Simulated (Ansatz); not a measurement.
# Alloy of Si and Sn (26 of 216 Si sites exchanged), 216 atoms

Aim: relax the alloy cell and compare the gap by PBEsol and HSE06.

Method: density functional theory in Ansatz 0.2.0, PAW datasets, plane waves.

**1. The system as built**

216 atoms (190 Si, 26 Sn); a = 16.697 Å, b = 16.697 Å, c = 16.697 Å, α = 90.00°, β = 90.00°, γ = 90.00°. All atoms were shaken off their sites by about 0.02 Å along each axis.

Plan of the steps: (2) PBEsol cell relaxation at the single k point (½, ½, ½), on 1 × data-centre GPU with 8 threads; (3) HSE06 single point at the Γ point alone, on 1 × data-centre GPU with 8 threads.

**2. PBEsol relaxation of the cell and the positions**

in.yaml reads:

```yaml
crystal:
  lattice:
    - [16.696785, 0.000000, 0.000000]
    - [0.000000, 16.696785, 0.000000]
    - [0.000000, 0.000000, 16.696785]
  atoms:
    - { symbol: Si, position: [0.999417, 0.000213, 0.000902] }
    - { symbol: Si, position: [0.997276, 0.332857, 0.998612] }
    - { symbol: Si, position: [0.999630, 0.666560, 0.999393] }
    - { symbol: Si, position: [0.999801, 0.666724, 0.667248] }
    - { symbol: Si, position: [0.332704, 0.000403, 0.333536] }
    - { symbol: Si, position: [0.332927, 0.999677, 0.666588] }
    - { symbol: Si, position: [0.333970, 0.333462, 0.001510] }
    - { symbol: Si, position: [0.334804, 0.335237, 0.664824] }
    - { symbol: Si, position: [0.332890, 0.663345, 0.002096] }
    - { symbol: Si, position: [0.334431, 0.667760, 0.334675] }
    - { symbol: Si, position: [0.333523, 0.667630, 0.667252] }
    - { symbol: Si, position: [0.666390, 0.999012, 0.999724] }
    - { symbol: Si, position: [0.664991, 0.999321, 0.332160] }
    - { symbol: Si, position: [0.667455, 0.000683, 0.665754] }
    - { symbol: Si, position: [0.664063, 0.331397, 0.999806] }
    - { symbol: Si, position: [0.667909, 0.332970, 0.333225] }
    - { symbol: Si, position: [0.666798, 0.335835, 0.665552] }
    - { symbol: Si, position: [0.667838, 0.664677, 0.999159] }
    - { symbol: Si, position: [0.667215, 0.665625, 0.333828] }
    - { symbol: Si, position: [0.668053, 0.667361, 0.665230] }
    - { symbol: Si, position: [0.081559, 0.083406, 0.416491] }
    - { symbol: Si, position: [0.083546, 0.084817, 0.749304] }
    - { symbol: Si, position: [0.083675, 0.414129, 0.082177] }
    - { symbol: Si, position: [0.080735, 0.416187, 0.416595] }
    - { symbol: Si, position: [0.081533, 0.416197, 0.747985] }
    - { symbol: Si, position: [0.082985, 0.748686, 0.084226] }
    - { symbol: Si, position: [0.083335, 0.750099, 0.419488] }
    - { symbol: Si, position: [0.083159, 0.752314, 0.751582] }
    - { symbol: Si, position: [0.417553, 0.081289, 0.084034] }
    - { symbol: Si, position: [0.416645, 0.083745, 0.417255] }
    - { symbol: Si, position: [0.416515, 0.082599, 0.750192] }
    - { symbol: Si, position: [0.418706, 0.417071, 0.083718] }
    - { symbol: Si, position: [0.416573, 0.417477, 0.418384] }
    - { symbol: Si, position: [0.416443, 0.415998, 0.749161] }
    - { symbol: Si, position: [0.418128, 0.750456, 0.085148] }
    - { symbol: Si, position: [0.417271, 0.751406, 0.417008] }
    - { symbol: Si, position: [0.414713, 0.747725, 0.748904] }
    - { symbol: Si, position: [0.750059, 0.083941, 0.083893] }
    - { symbol: Si, position: [0.749457, 0.082502, 0.416383] }
    - { symbol: Si, position: [0.748441, 0.082837, 0.749073] }
    - { symbol: Si, position: [0.750709, 0.414827, 0.417432] }
    - { symbol: Si, position: [0.750490, 0.416929, 0.748803] }
    - { symbol: Si, position: [0.747758, 0.752013, 0.080855] }
    - { symbol: Si, position: [0.751717, 0.748720, 0.417475] }
    - { symbol: Si, position: [0.748635, 0.750919, 0.751428] }
    - { symbol: Si, position: [0.166037, 0.168103, 0.000486] }
    - { symbol: Si, position: [0.165647, 0.164959, 0.333910] }
    - { symbol: Si, position: [0.168381, 0.166483, 0.665988] }
    - { symbol: Si, position: [0.165219, 0.500624, 0.000377] }
    - { symbol: Si, position: [0.167232, 0.501124, 0.666434] }
    - { symbol: Si, position: [0.167037, 0.833961, 0.999526] }
    - { symbol: Si, position: [0.166600, 0.833175, 0.332838] }
    - { symbol: Si, position: [0.169106, 0.831590, 0.666867] }
    - { symbol: Si, position: [0.501074, 0.168134, 0.998593] }
    - { symbol: Si, position: [0.500768, 0.166883, 0.332504] }
    - { symbol: Si, position: [0.501121, 0.165604, 0.665245] }
    - { symbol: Si, position: [0.499996, 0.499371, 0.000204] }
    - { symbol: Si, position: [0.499308, 0.499909, 0.664237] }
    - { symbol: Si, position: [0.500732, 0.832166, 0.997210] }
    - { symbol: Si, position: [0.500878, 0.829434, 0.333573] }
    - { symbol: Si, position: [0.501578, 0.832075, 0.667222] }
    - { symbol: Si, position: [0.833349, 0.165566, 0.001781] }
    - { symbol: Si, position: [0.832569, 0.167458, 0.333470] }
    - { symbol: Si, position: [0.834701, 0.167200, 0.665429] }
    - { symbol: Si, position: [0.832744, 0.499931, 0.999422] }
    - { symbol: Si, position: [0.834735, 0.501287, 0.334136] }
    - { symbol: Si, position: [0.836421, 0.835141, 0.333691] }
    - { symbol: Si, position: [0.832732, 0.835676, 0.667726] }
    - { symbol: Si, position: [0.249882, 0.250494, 0.082592] }
    - { symbol: Si, position: [0.250743, 0.249000, 0.746976] }
    - { symbol: Si, position: [0.250882, 0.584469, 0.082765] }
    - { symbol: Si, position: [0.248664, 0.584353, 0.416842] }
    - { symbol: Si, position: [0.249644, 0.585143, 0.749329] }
    - { symbol: Si, position: [0.249534, 0.916866, 0.085082] }
    - { symbol: Si, position: [0.248451, 0.914790, 0.416476] }
    - { symbol: Si, position: [0.249627, 0.917754, 0.750025] }
    - { symbol: Si, position: [0.584262, 0.250540, 0.082554] }
    - { symbol: Si, position: [0.582907, 0.248151, 0.418801] }
    - { symbol: Si, position: [0.581198, 0.250063, 0.753070] }
    - { symbol: Si, position: [0.584573, 0.584223, 0.083396] }
    - { symbol: Si, position: [0.581064, 0.584243, 0.415700] }
    - { symbol: Si, position: [0.582347, 0.583909, 0.750958] }
    - { symbol: Si, position: [0.583632, 0.917003, 0.083110] }
    - { symbol: Si, position: [0.582692, 0.917193, 0.416515] }
    - { symbol: Si, position: [0.581627, 0.916906, 0.749614] }
    - { symbol: Si, position: [0.916087, 0.249288, 0.086370] }
    - { symbol: Si, position: [0.916621, 0.249964, 0.416173] }
    - { symbol: Si, position: [0.916698, 0.584942, 0.084724] }
    - { symbol: Si, position: [0.917039, 0.582486, 0.418385] }
    - { symbol: Si, position: [0.917609, 0.582706, 0.750120] }
    - { symbol: Si, position: [0.915451, 0.914799, 0.083672] }
    - { symbol: Si, position: [0.916325, 0.918498, 0.416745] }
    - { symbol: Si, position: [0.916082, 0.916167, 0.749472] }
    - { symbol: Si, position: [0.167924, 0.000585, 0.166879] }
    - { symbol: Si, position: [0.166390, 0.999862, 0.502172] }
    - { symbol: Si, position: [0.166568, 0.999109, 0.834353] }
    - { symbol: Si, position: [0.166281, 0.332863, 0.166827] }
    - { symbol: Si, position: [0.166713, 0.335263, 0.498130] }
    - { symbol: Si, position: [0.166715, 0.333177, 0.834611] }
    - { symbol: Si, position: [0.168242, 0.668619, 0.167572] }
    - { symbol: Si, position: [0.166042, 0.664160, 0.501179] }
    - { symbol: Si, position: [0.164872, 0.668599, 0.832909] }
    - { symbol: Si, position: [0.502022, 0.002645, 0.168453] }
    - { symbol: Si, position: [0.497470, 0.001166, 0.833319] }
    - { symbol: Si, position: [0.499093, 0.333696, 0.164529] }
    - { symbol: Si, position: [0.498885, 0.334090, 0.498907] }
    - { symbol: Si, position: [0.499562, 0.333296, 0.832708] }
    - { symbol: Si, position: [0.498838, 0.667634, 0.166413] }
    - { symbol: Si, position: [0.500555, 0.666811, 0.499274] }
    - { symbol: Si, position: [0.500786, 0.667062, 0.833286] }
    - { symbol: Si, position: [0.836005, 0.999704, 0.500062] }
    - { symbol: Si, position: [0.834815, 0.000563, 0.833300] }
    - { symbol: Si, position: [0.833561, 0.332878, 0.167647] }
    - { symbol: Si, position: [0.833323, 0.331349, 0.501059] }
    - { symbol: Si, position: [0.833098, 0.335319, 0.832974] }
    - { symbol: Si, position: [0.832110, 0.667923, 0.164137] }
    - { symbol: Si, position: [0.832890, 0.668005, 0.834939] }
    - { symbol: Si, position: [0.250447, 0.083927, 0.249687] }
    - { symbol: Si, position: [0.248274, 0.080706, 0.584295] }
    - { symbol: Si, position: [0.249201, 0.083222, 0.919095] }
    - { symbol: Si, position: [0.249024, 0.414270, 0.585003] }
    - { symbol: Si, position: [0.249881, 0.415976, 0.916889] }
    - { symbol: Si, position: [0.247921, 0.748479, 0.250487] }
    - { symbol: Si, position: [0.252494, 0.749409, 0.582535] }
    - { symbol: Si, position: [0.248564, 0.749117, 0.918509] }
    - { symbol: Si, position: [0.580842, 0.084149, 0.250782] }
    - { symbol: Si, position: [0.582635, 0.084004, 0.585137] }
    - { symbol: Si, position: [0.582566, 0.083258, 0.918114] }
    - { symbol: Si, position: [0.585632, 0.414622, 0.249457] }
    - { symbol: Si, position: [0.585019, 0.418084, 0.583555] }
    - { symbol: Si, position: [0.581493, 0.417381, 0.918688] }
    - { symbol: Si, position: [0.583167, 0.751353, 0.250317] }
    - { symbol: Si, position: [0.581968, 0.751119, 0.580040] }
    - { symbol: Si, position: [0.583192, 0.748507, 0.915551] }
    - { symbol: Si, position: [0.915711, 0.082763, 0.248360] }
    - { symbol: Si, position: [0.915880, 0.082098, 0.581934] }
    - { symbol: Si, position: [0.917057, 0.082112, 0.915111] }
    - { symbol: Si, position: [0.916925, 0.415805, 0.251214] }
    - { symbol: Si, position: [0.917564, 0.417009, 0.582982] }
    - { symbol: Si, position: [0.916682, 0.417724, 0.915611] }
    - { symbol: Si, position: [0.920249, 0.749977, 0.250290] }
    - { symbol: Si, position: [0.917415, 0.751692, 0.581354] }
    - { symbol: Si, position: [0.915603, 0.750750, 0.916368] }
    - { symbol: Si, position: [0.000576, 0.167438, 0.165666] }
    - { symbol: Si, position: [0.999824, 0.166482, 0.835310] }
    - { symbol: Si, position: [0.000178, 0.499108, 0.165638] }
    - { symbol: Si, position: [0.001091, 0.499258, 0.498379] }
    - { symbol: Si, position: [0.000699, 0.498757, 0.832393] }
    - { symbol: Si, position: [0.998819, 0.833283, 0.498678] }
    - { symbol: Si, position: [0.000520, 0.832504, 0.832946] }
    - { symbol: Si, position: [0.335628, 0.166934, 0.168939] }
    - { symbol: Si, position: [0.334354, 0.166725, 0.500353] }
    - { symbol: Si, position: [0.332613, 0.165610, 0.832279] }
    - { symbol: Si, position: [0.334293, 0.497760, 0.164338] }
    - { symbol: Si, position: [0.330872, 0.498633, 0.500647] }
    - { symbol: Si, position: [0.333675, 0.498385, 0.833428] }
    - { symbol: Si, position: [0.334588, 0.833628, 0.165387] }
    - { symbol: Si, position: [0.332089, 0.834985, 0.499767] }
    - { symbol: Si, position: [0.333299, 0.831422, 0.833254] }
    - { symbol: Si, position: [0.667732, 0.168986, 0.500315] }
    - { symbol: Si, position: [0.665453, 0.168323, 0.832798] }
    - { symbol: Si, position: [0.666942, 0.501205, 0.164637] }
    - { symbol: Si, position: [0.667706, 0.499018, 0.499858] }
    - { symbol: Si, position: [0.665076, 0.499195, 0.832478] }
    - { symbol: Si, position: [0.667462, 0.832969, 0.168417] }
    - { symbol: Si, position: [0.665539, 0.834362, 0.500175] }
    - { symbol: Si, position: [0.667685, 0.831754, 0.835796] }
    - { symbol: Si, position: [0.082390, 0.249589, 0.249499] }
    - { symbol: Si, position: [0.083643, 0.247943, 0.584389] }
    - { symbol: Si, position: [0.081507, 0.251717, 0.915443] }
    - { symbol: Si, position: [0.082342, 0.583414, 0.915730] }
    - { symbol: Si, position: [0.083303, 0.918336, 0.248499] }
    - { symbol: Si, position: [0.081653, 0.916874, 0.584457] }
    - { symbol: Si, position: [0.084218, 0.915103, 0.915858] }
    - { symbol: Si, position: [0.415861, 0.249152, 0.250349] }
    - { symbol: Si, position: [0.414708, 0.252301, 0.581833] }
    - { symbol: Si, position: [0.416609, 0.251137, 0.917324] }
    - { symbol: Si, position: [0.416119, 0.584218, 0.251040] }
    - { symbol: Si, position: [0.417158, 0.585160, 0.585115] }
    - { symbol: Si, position: [0.416932, 0.915891, 0.249742] }
    - { symbol: Si, position: [0.415373, 0.917597, 0.585138] }
    - { symbol: Si, position: [0.416207, 0.916709, 0.915561] }
    - { symbol: Si, position: [0.750603, 0.248664, 0.249982] }
    - { symbol: Si, position: [0.749932, 0.248822, 0.580314] }
    - { symbol: Si, position: [0.749025, 0.251266, 0.915645] }
    - { symbol: Si, position: [0.749551, 0.583921, 0.250150] }
    - { symbol: Si, position: [0.748955, 0.585322, 0.584044] }
    - { symbol: Si, position: [0.750196, 0.582836, 0.914081] }
    - { symbol: Si, position: [0.748998, 0.915368, 0.250757] }
    - { symbol: Si, position: [0.749558, 0.917122, 0.915750] }
    - { symbol: Sn, position: [0.001681, 0.000526, 0.332411] }
    - { symbol: Sn, position: [0.998917, 0.998369, 0.666057] }
    - { symbol: Sn, position: [0.999993, 0.330886, 0.332582] }
    - { symbol: Sn, position: [0.000653, 0.335044, 0.666673] }
    - { symbol: Sn, position: [0.001547, 0.667049, 0.334701] }
    - { symbol: Sn, position: [0.333109, 0.001414, 0.001488] }
    - { symbol: Sn, position: [0.333928, 0.334974, 0.334440] }
    - { symbol: Sn, position: [0.082295, 0.083962, 0.082848] }
    - { symbol: Sn, position: [0.749862, 0.416348, 0.082781] }
    - { symbol: Sn, position: [0.167621, 0.499473, 0.332042] }
    - { symbol: Sn, position: [0.498686, 0.502294, 0.332815] }
    - { symbol: Sn, position: [0.834432, 0.499598, 0.665657] }
    - { symbol: Sn, position: [0.831715, 0.832246, 0.001147] }
    - { symbol: Sn, position: [0.252376, 0.248786, 0.417635] }
    - { symbol: Sn, position: [0.915912, 0.248518, 0.749218] }
    - { symbol: Sn, position: [0.502450, 0.000409, 0.500337] }
    - { symbol: Sn, position: [0.833936, 0.001439, 0.167871] }
    - { symbol: Sn, position: [0.833360, 0.666610, 0.500703] }
    - { symbol: Sn, position: [0.249095, 0.416698, 0.250822] }
    - { symbol: Sn, position: [0.000528, 0.166043, 0.500162] }
    - { symbol: Sn, position: [0.000423, 0.834574, 0.166717] }
    - { symbol: Sn, position: [0.664749, 0.167209, 0.164236] }
    - { symbol: Sn, position: [0.084125, 0.584806, 0.250848] }
    - { symbol: Sn, position: [0.084044, 0.585529, 0.583098] }
    - { symbol: Sn, position: [0.413772, 0.582195, 0.917373] }
    - { symbol: Sn, position: [0.749845, 0.918594, 0.583032] }
kpoints:
  mp_grid: { grid: [1, 1, 1], shift: [0.5, 0.5, 0.5] }
hamiltonian:
  xc: pbesol
scf:
  occupations: { method: fermi_dirac, width: 0.01 }
relax:
  f_tol: 0.03
  max_steps: 80
  escape_saddle: false
  adjacent_minimum: "off"
  cell: { fix: [shape] }
output:
  forces: true
  eigenvalues: true
  populations: true
```

Further steps of the session: Single point with HSE06.

What does the calculation give? Wanted: for each run, top filled to lowest empty.

The runs gave:

```
             level           time   k points  top filled to lowest empty (eV)
PBEsol, relaxation     28 s (GPU)  (½, ½, ½)                             0.85
             HSE06  7.1 min (GPU)          Γ                             0.98
```

```
     quantity                                                                         value
   relaxation                                             6 recorded steps, 19.22 eV gained
largest shift                                                                0.36 Å (Si141)
 relaxed cell  a = 16.679 Å, b = 16.679 Å, c = 16.679 Å, α = 90.00°, β = 90.00°, γ = 90.00°
   mean bonds                                       Si–Si 2.367, Si–Sn 2.551, Sn–Sn 2.711 Å
```

**What this shows.** The relaxation lowers the energy by 19.22 eV; the largest shift is 0.36 Å (Si141), while the volume changes by -0.3 %. The mean lengths of the listed bonds run from Si–Si 2.37 Å to Sn–Sn 2.71 Å. Rows on different k points differ by sampling as well as by level. Spin–orbit coupling is left out, which matters for the band edges of the heavier elements here. With one k point the spacing samples only the states that fold onto it, so it can exceed the gap over the zone.
